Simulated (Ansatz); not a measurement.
# CH6BNSi: small, medium and large basis sets

The task here is to estimate one member of a computed series from the others.

Computed with Ansatz 0.2.0, Gaussian basis. Level: one geometry, several basis sets.

Levels to be run: PBE0-D4/def2-SVP; ωB97M-V/def2-SVP; PBE0-D4/def2-QZVPP; ωB97M-V/def2-QZVPP; the functionals' def2-TZVPP values are taken from earlier runs.

## The relaxed structure

An earlier PBE0-D4 in a triple-zeta def2 set relaxation fixed the geometry.

SMILES `[SiH3]C1BN1`, 10 atoms, charge 0, spin multiplicity 1.

Atoms are counted from 1 here; the program's logs count them from 0.

Bond lengths: Si1–C2 1.863 Å, Si1–H5 1.492 Å, Si1–H6 1.489 Å, Si1–H7 1.488 Å, C2–B3 1.572 Å, C2–N4 1.485 Å, C2–H8 1.093 Å, B3–N4 1.339 Å, B3–H9 1.182 Å, N4–H10 1.002 Å. Angles: C2–Si1–H5 112.4°, C2–Si1–H6 109.5°, C2–Si1–H7 109.9°, H5–Si1–H6 107.6°, H5–Si1–H7 107.9°, H6–Si1–H7 109.4°, Si1–C2–B3 121.7°, Si1–C2–N4 119.5°, Si1–C2–H8 115.8°, B3–C2–N4 51.9°, B3–C2–H8 118.0°, N4–C2–H8 114.4°, C2–B3–N4 60.7°, C2–B3–H9 153.7°, N4–B3–H9 145.6°, C2–N4–B3 67.4°, C2–N4–H10 133.9°, B3–N4–H10 157.0°.

The first run:

Contents of in.yaml:

```yaml
crystal:
  periodic: [false, false, false]
  atoms:
    - {symbol: Si, position_ang: [-1.120018, 0.712525, -0.532170]}
    - {symbol: C, position_ang: [0.617107, 0.095402, -0.261093]}
    - {symbol: B, position_ang: [1.127533, -0.340565, 1.160578]}
    - {symbol: N, position_ang: [0.832980, -1.280684, 0.253828]}
    - {symbol: H, position_ang: [-1.774962, 0.070749, -1.709310]}
    - {symbol: H, position_ang: [-1.949274, 0.408503, 0.667075]}
    - {symbol: H, position_ang: [-1.105551, 2.183110, -0.761881]}
    - {symbol: H, position_ang: [1.358665, 0.426010, -0.992726]}
    - {symbol: H, position_ang: [1.497711, -0.131805, 2.263739]}
    - {symbol: H, position_ang: [0.598908, -2.194345, -0.085040]}
basis:
  gaussian: {orbitals: def2-SVP}
hamiltonian: {xc: pbe0, dispersion: d4}
output: {orbitals: {seedname: orbitals}}
```

Command:

```console
> ansatz run in.yaml --threads 2 --pin off --events-out ev --progress --plain --max-ram 4352MiB
```

Steps of the session up to this table: PBE0-D4 in def2-SVP; ωB97M-V in def2-SVP; PBE0-D4 in def2-QZVPP; ωB97M-V in def2-QZVPP.

One of the session's tables, all rows but one given; the rest of the session is left out.

It belongs to the step «Density functionals: the series». 

```
functional       basis  HOMO (eV)  LUMO (eV)
   PBE0-D4    def2-SVP      -7.40       0.10
   PBE0-D4  def2-TZVPP      -7.44      -0.17
   PBE0-D4  def2-QZVPP      -7.45      -0.25
   ωB97M-V    def2-SVP          ?          ?
   ωB97M-V  def2-TZVPP      -9.71       1.67
   ωB97M-V  def2-QZVPP      -9.72       1.39
```

**Question.** Estimate the row for ωB97M-V, def2-SVP.

**Answer.** HOMO (eV): -9.66; LUMO (eV): 2.16. In the column «HOMO (eV)» it lies between ωB97M-V, def2-TZVPP (-9.71) and PBE0-D4, def2-QZVPP (-7.45).
